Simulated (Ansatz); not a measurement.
# Ti12H: the cost of one run

Method: DFT PBEsol, plane waves, PAW, scalar-relativistic, no spin polarisation, in Ansatz 0.2.0.

### 1 The structure to begin with

The cell holds 13 atoms (HTi12): a = 5.900 Å, b = 8.850 Å, c = 4.685 Å, α = 90.00°, β = 90.00°, γ = 120.00°.

Structure file:

```
CELL_PARAMETERS angstrom
5.90000 0.00000 0.00000
-4.42500 7.66432 0.00000
0.00000 0.00000 4.68460
ATOMIC_POSITIONS crystal
Ti 0.00000 0.00000 0.00000
Ti 0.16667 0.22222 0.50000
Ti 0.00000 0.33333 0.00000
Ti 0.16667 0.55556 0.50000
Ti 0.00000 0.66667 0.00000
Ti 0.16667 0.88889 0.50000
Ti 0.50000 0.00000 0.00000
Ti 0.66667 0.22222 0.50000
Ti 0.50000 0.33333 0.00000
Ti 0.66667 0.55556 0.50000
Ti 0.50000 0.66667 0.00000
Ti 0.66667 0.88889 0.50000
H 0.33669 0.43821 0.25380
```

### 2 End point A

The input, input.yaml:

```yaml
crystal:
  lattice:
    - [5.9, 0.0, 0.0]
    - [-4.425, 7.664325, 0.0]
    - [0.0, 0.0, 4.6846]
  atoms:
    - { symbol: Ti, position: [0.0, 0.0, 0.0] }
    - { symbol: Ti, position: [0.1666667, 0.2222222, 0.5] }
    - { symbol: Ti, position: [0.0, 0.3333333, 0.0] }
    - { symbol: Ti, position: [0.1666667, 0.5555556, 0.5] }
    - { symbol: Ti, position: [0.0, 0.6666667, 0.0] }
    - { symbol: Ti, position: [0.1666667, 0.8888889, 0.5] }
    - { symbol: Ti, position: [0.5, 0.0, 0.0] }
    - { symbol: Ti, position: [0.6666667, 0.2222222, 0.5] }
    - { symbol: Ti, position: [0.5, 0.3333333, 0.0] }
    - { symbol: Ti, position: [0.6666667, 0.5555556, 0.5] }
    - { symbol: Ti, position: [0.5, 0.6666667, 0.0] }
    - { symbol: Ti, position: [0.6666667, 0.8888889, 0.5] }
    - { symbol: H, position: [0.3366931, 0.4382128, 0.2538002] }
basis:
  ecutwfc: 420.0
kpoints:
  mp_grid: { grid: [3, 2, 4] }
hamiltonian:
  xc: pbesol
scf:
  occupations: { method: gaussian, width: 0.05 }
  lower_state_search: "off"
relax:
  f_tol: 0.03
  max_steps: 60
  adjacent_minimum: "off"
output:
  write_density: true
  write_potential: true
  elf: true
  volumetric_format: npy
```

On the command line:

```sh
> ansatz run input.yaml --threads 4 --pin off --max-ram 10240MiB --backend cpu --events-out ev --progress --plain --runs-dir out
```

What time and memory should one allow on 4 threads of Arm Neoverse V1, shared host?

About 28 s, with a peak of 0.84 GiB.
